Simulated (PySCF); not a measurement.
# H6LaN3 (La(NH2)3): the cost of one run

Computed with PySCF 2.14.0. Level: PBE0, La def2-SVP with ECP46, N def2-SVP, H def2-SVP; scalar-relativistic core potentials, no spin–orbit coupling.

1 further run of the same task is left out (for a known fault of the program).

## Step 1: The system as given

10 atoms, charge 0, spin multiplicity 1.

Bond lengths: La1–N2 2.358 Å, La1–N5 2.358 Å, La1–N8 2.358 Å, N2–H3 1.018 Å, N2–H4 1.018 Å, N5–H6 1.018 Å, N5–H7 1.018 Å, N8–H9 1.018 Å, N8–H10 1.018 Å. Angles: N2–La1–N5 120.0°, N2–La1–N8 120.0°, N5–La1–N8 120.0°, La1–N2–H3 125.4°, La1–N2–H4 125.4°, H3–N2–H4 109.2°, La1–N5–H6 125.4°, La1–N5–H7 125.4°, H6–N5–H7 109.2°, La1–N8–H9 125.4°, La1–N8–H10 125.4°, H9–N8–H10 109.2°.

Coordinates:

```
La    0.00000    0.00000    0.00000
N     2.35800    0.00000    0.00000
H     2.94800    0.00000    0.83000
H     2.94800    0.00000   -0.83000
N    -1.17900    2.04210    0.00000
H    -1.47400    2.55300    0.83000
H    -1.47400    2.55300   -0.83000
N    -1.17900   -2.04210    0.00000
H    -1.47400   -2.55300    0.83000
H    -1.47400   -2.55300   -0.83000
```

Formal oxidation states: La +3.

## Step 2: SCF at the start, singlet

Contents of run.py (the lines that set the calculation):

```python
mol = gto.M(atom='''
La     0.00000     0.00000     0.00000
N      2.35800     0.00000     0.00000
H      2.94800     0.00000     0.83000
H      2.94800     0.00000    -0.83000
N     -1.17900     2.04210     0.00000
H     -1.47400     2.55300     0.83000
H     -1.47400     2.55300    -0.83000
N     -1.17900    -2.04210     0.00000
H     -1.47400    -2.55300     0.83000
H     -1.47400    -2.55300    -0.83000''',
    basis={'La': 'def2-SVP', 'N': 'def2-SVP', 'H': 'def2-SVP'},
    ecp={'La': 'def2-SVP'},
    charge=0, spin=0)
mf = dft.RKS(mol, xc='PBE0')
mf.grids.atom_grid = (50, 194)  # f atoms: unpruned, at least (60, 302)
mf = mf.density_fit()  # fitting sets: La def2-universal-JKFIT, N def2-universal-JKFIT, H def2-universal-JKFIT
mf.conv_tol = 1e-08; mf.max_cycle = 55
mf.kernel(dm0)  # dm0: free metal ions and neutral atoms
```

Started as:

```console
> OMP_NUM_THREADS=2 python run.py
```

Q: Estimate wall time and peak memory on 2 threads of Intel Xeon at 2.50GHz (Skylake/Cascade Lake), shared host.

About 8.4 s, with a peak of 0.66 GiB.
